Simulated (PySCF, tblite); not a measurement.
# C7H9BClF: geometry, infrared bands and NMR shifts

Aim: predict the infrared bands and NMR shifts of C7H9BClF (`C=C1C=C(BF)C[C@@H](Cl)C1`).

The runs use tblite 0.8.0 and PySCF 2.14.0, with density-fitted response routines of our own; the level of theory stands in each step. All values are computed, except where a source is named. Atoms count from 0, in the outputs and in this text.

**1. The starting structure**

19 atoms, charge 0, multiplicity 1; geometry from: force field or distance geometry start.

Bonds of the start (Å): C0–C1 1.32, C1–C2 1.47, C2–C3 1.33, C3–B4 1.58, B4–F5 1.45, C3–C6 1.47, C6–C7 1.49, C7–Cl8 1.79, C7–C9 1.51, C9–C1 1.49, C0–H10 1.08, C0–H11 1.09, C2–H12 1.08, B4–H13 1.20, C6–H14 1.12, C6–H15 1.13, C7–H16 1.11, C9–H17 1.11, C9–H18 1.11.

**2. Optimising the geometry with GFN2-xTB**

What the job is given:

```
{"job": {"kind": "relax", "xc": "GFN2-xTB", "basis": "xTB"}, "charge": 0, "multiplicity": 1}
C     -2.432600    -1.131300    -0.231700
C     -1.278000    -0.507300    -0.136000
C     -0.021900    -1.226800    -0.406000
C      1.114400    -0.542300    -0.353600
B      2.452200    -1.328100    -0.645100
F      3.665600    -0.528300    -0.641000
C      1.202700     0.887800    -0.005200
C      0.039800     1.441300     0.741200
Cl     0.008800     3.219700     0.534400
C     -1.299000     0.914900     0.291400
H     -2.560000    -2.159000    -0.521900
H     -3.354600    -0.582400    -0.013800
H     -0.063600    -2.272800    -0.654100
H      2.534700    -2.434700    -0.197800
H      1.459600     1.499200    -0.909100
H      2.089300     0.968200     0.691500
H      0.157400     1.266300     1.829100
H     -1.997600     1.001000     1.147900
H     -1.727100     1.523800    -0.527600
```

Started as:

```
OMP_NUM_THREADS=1 python probes_run.py task.json out
```

The driver reads the jobs from task.json and runs them one after another.

**Question.** This job is followed by: GFN2-xTB harmonic vibrations, gas phase; GIAO PBE0/pcSseg-1 NMR shielding, non-relativistic, gas phase. What will the session give for the following? strongest single infrared mode (GFN2-xTB); zero-point energy (GFN2-xTB); ¹³C shifts against TMS (PBE0/pcSseg-1); ¹H shifts against TMS (PBE0/pcSseg-1); ¹¹B shifts against BF3·OEt2 (PBE0/pcSseg-1); ¹⁹F shifts against CFCl3 (PBE0/pcSseg-1); ³⁵Cl shifts against HCl (PBE0/pcSseg-1); surface potential, 1st and 99th percentile.

**Answer**, as computed:

| quantity | value |
| --- | --- |
| strongest single infrared mode (GFN2-xTB) | 1270 cm⁻¹, 301 km/mol |
| zero-point energy (GFN2-xTB) | 89.8 kcal/mol |
| ¹³C shifts against TMS (PBE0/pcSseg-1) | 161.3, 151.1, 147.8, 130.0, 61.6, 45.3, 39.1 ppm |
| ¹H shifts against TMS (PBE0/pcSseg-1) | 7.22, 5.68, 5.64, 5.25, 3.79, 3.01, 2.83, 2.60, 2.27 ppm |
| ¹¹B shifts against BF3·OEt2 (PBE0/pcSseg-1) | 46.2 ppm |
| ¹⁹F shifts against CFCl3 (PBE0/pcSseg-1) | -29.1 ppm |
| ³⁵Cl shifts against HCl (PBE0/pcSseg-1) | 178 ppm |
| surface potential, 1st and 99th percentile | -0.78 V and 1.15 V |

The optimisation took 97 steps and gained 0.936 eV; among the close pairs (by a distance rule), B4–F5 changed most, from 1.453 to 1.321 Å. No mode is imaginary among the 51: a minimum at this level. The strongest single mode, at 1270 cm⁻¹, is spread over many atoms; the largest shares are those of B4, H12. GFN2-xTB is a fitted tight-binding method: band positions and strengths are rough. Its intensities can rank the bands wrongly. H12 (hydrogen on an alkene CH) lies farthest downfield among hydrogen, at 7.22 ppm; olefinic region. By nearest atom (PBE0/pcSseg-1), the HOMO sits on C0, C3 about 25 % each; C1 14 % and the LUMO on B4 22 %; C0, C2 about 17 % each.
